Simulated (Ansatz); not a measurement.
# C6H3FSi: basis-set convergence

An exercise on one series of results from a longer session: the logs are not shown, and one member is left open.

Method: one geometry, several basis sets; program: Ansatz 0.2.0, Gaussian basis.

Plan: PBE0-D4/def2-SVP; ωB97M-V/def2-SVP; PBE0-D4/def2-QZVPP; ωB97M-V/def2-QZVPP; the functionals' def2-TZVPP values are taken from earlier runs.

## Structure used throughout

All runs share one geometry, relaxed beforehand with PBE0-D4 in a triple-zeta def2 set.

SMILES `C#C[Si](F)(C#C)C#C`, 11 atoms, charge 0, spin multiplicity 1.

Atoms are counted from 1 here; the program's logs count them from 0.

Bond lengths: C1–C2 1.205 Å, C1–H9 1.066 Å, C2–Si3 1.810 Å, Si3–F4 1.587 Å, Si3–C5 1.810 Å, Si3–C7 1.810 Å, C5–C6 1.205 Å, C6–H10 1.066 Å, C7–C8 1.205 Å, C8–H11 1.066 Å. Angles: C2–C1–H9 179.9°, C1–C2–Si3 179.2°, C2–Si3–F4 108.7°, C2–Si3–C5 110.3°, C2–Si3–C7 110.3°, F4–Si3–C5 108.6°, F4–Si3–C7 108.6°, C5–Si3–C7 110.3°, Si3–C5–C6 179.2°, C5–C6–H10 179.9°, Si3–C7–C8 179.2°, C7–C8–H11 179.9°.

Set-up of the first run:

Input file in.yaml:

```yaml
crystal:
  periodic: [false, false, false]
  atoms:
    - {symbol: C, position_ang: [-0.712254, -0.012278, 2.781165]}
    - {symbol: C, position_ang: [-0.670389, 0.038655, 1.577898]}
    - {symbol: Si, position_ang: [-0.583785, 0.110683, -0.228270]}
    - {symbol: F, position_ang: [-2.038247, 0.396273, -0.795155]}
    - {symbol: C, position_ang: [0.514273, 1.450987, -0.750575]}
    - {symbol: C, position_ang: [1.257390, 2.336629, -1.090598]}
    - {symbol: C, position_ang: [-0.004212, -1.470073, -0.891782]}
    - {symbol: C, position_ang: [0.395161, -2.521145, -1.325312]}
    - {symbol: H, position_ang: [-0.751845, -0.056900, 3.845792]}
    - {symbol: H, position_ang: [1.912977, 3.121454, -1.392668]}
    - {symbol: H, position_ang: [0.746329, -3.451487, -1.710197]}
basis:
  gaussian: {orbitals: def2-SVP}
hamiltonian: {xc: pbe0, dispersion: d4}
output: {orbitals: {seedname: orbitals}}
```

The run is started by

```sh
$ ansatz run in.yaml --threads 4 --pin off --events-out ev --progress --plain --max-ram 11315MiB
```

Among the steps run: PBE0-D4 in def2-SVP; ωB97M-V in def2-SVP; PBE0-D4 in def2-QZVPP; ωB97M-V in def2-QZVPP.

One of the session's tables, all rows but one given; the rest of the session is left out.

It belongs to the step «Density functionals: the series». 

| functional | basis | HOMO (eV) |
| --- | --- | --- |
| PBE0-D4 | def2-SVP | -8.34 |
| PBE0-D4 | def2-TZVPP | -8.40 |
| PBE0-D4 | def2-QZVPP | -8.41 |
| ωB97M-V | def2-SVP | -10.56 |
| ωB97M-V | def2-TZVPP | ? |
| ωB97M-V | def2-QZVPP | -10.64 |

**Question.** Estimate the row for ωB97M-V, def2-TZVPP.

The run gave: HOMO (eV): -10.63. In the column «HOMO (eV)» it lies between ωB97M-V, def2-QZVPP (-10.64) and ωB97M-V, def2-SVP (-10.56).
